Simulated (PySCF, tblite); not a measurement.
**C3H10O3SSi2: geometry, infrared bands and NMR shifts**

What infrared bands and NMR shifts should C3H10O3SSi2 (`CO[SiH2]SCC(=O)O[SiH3]`) show?

Computed with tblite 0.8.0 and PySCF 2.14.0, with density-fitted response routines of our own, on a single molecule in the gas phase. Atoms count from 0, in the outputs and in this text.

### Step 1. The starting structure

19 atoms, charge 0, multiplicity 1; geometry from: force field or distance geometry start.

Bonds of the start (Å): C0–O1 1.41, O1–Si2 1.66, Si2–S3 2.15, S3–C4 1.82, C4–C5 1.52, C5–O6 1.23, C5–O7 1.37, O7–Si8 1.65, C0–H9 1.09, C0–H10 1.09, C0–H11 1.11, Si2–H12 1.50, Si2–H13 1.47, C4–H14 1.08, C4–H15 1.09, Si8–H16 1.48, Si8–H17 1.48, Si8–H18 1.49.

### Step 2. Optimising the geometry with GFN2-xTB

What the job is given:

```
{"job": {"kind": "relax", "xc": "GFN2-xTB", "basis": "xTB"}, "charge": 0, "multiplicity": 1}
C     -1.960100     0.961800     0.996300
O     -1.246100    -0.228200     1.221500
Si    -1.840700    -1.657700     0.629700
S     -1.030600    -1.938600    -1.337800
C      0.724000    -1.530600    -1.099000
C      0.954600    -0.041300    -0.905500
O      0.315100     0.861400    -1.431900
O      2.036900     0.140900    -0.080100
Si     2.570400     1.628500     0.380100
H     -2.125800     1.144300    -0.068400
H     -1.389600     1.797600     1.398400
H     -2.936900     0.941400     1.518800
H     -3.333900    -1.598900     0.567700
H     -1.394200    -2.775400     1.479600
H      1.118200    -2.085400    -0.254200
H      1.274300    -1.831200    -1.989300
H      3.698300     1.459700     1.326200
H      3.065500     2.379200    -0.796800
H      1.490900     2.381800     1.085300
```

Started as:

```console
OMP_NUM_THREADS=1 python probes_run.py task.json out
```

One launch serves the whole session: the jobs run in the order shown.

**Question.** This job is followed by: GFN2-xTB harmonic vibrations, gas phase; GIAO PBE0/pcSseg-1 NMR shielding, non-relativistic, gas phase. What will the session give for the following? strongest single infrared mode (GFN2-xTB); zero-point energy (GFN2-xTB); 13C shifts against TMS (PBE0/pcSseg-1); 1H shifts against TMS (PBE0/pcSseg-1, means over atoms taken as alike); 17O shifts against H2O (PBE0/pcSseg-1); 29Si shifts against TMS (PBE0/pcSseg-1); 33S shifts against CS2 (PBE0/pcSseg-1).

The runs gave:

| quantity | value |
| --- | --- |
| strongest single infrared mode (GFN2-xTB) | 802 cm⁻¹, 626 km/mol |
| zero-point energy (GFN2-xTB) | 78.5 kcal/mol |
| 13C shifts against TMS (PBE0/pcSseg-1) | 178.4, 53.7, 34.2 ppm |
| 1H shifts against TMS (PBE0/pcSseg-1, means over atoms taken as alike) | 5.26, 4.93, 3.77, 3.36 ppm |
| 17O shifts against H2O (PBE0/pcSseg-1) | 445.3, 197.1, 22.3 ppm |
| 29Si shifts against TMS (PBE0/pcSseg-1) | -18.6, -39.1 ppm |
| 33S shifts against CS2 (PBE0/pcSseg-1) | -65 ppm |

The optimisation took 154 steps and gained 0.450 eV; among the close pairs (by a distance rule), C5–O7 changed most, from 1.373 to 1.321 Å. No mode is imaginary among the 51: a minimum at this level. The strongest single mode, at 802 cm⁻¹, has its largest shares on H16, H18 and H17 (the list is cut at 3 atoms). Unscaled tight-binding wavenumbers are off by several per cent, some by more. Its intensities can rank the bands wrongly. At PBE0/pcSseg-1: Shielding is most anisotropic at O6 (span 654 ppm, paramagnetic term -515 ppm).
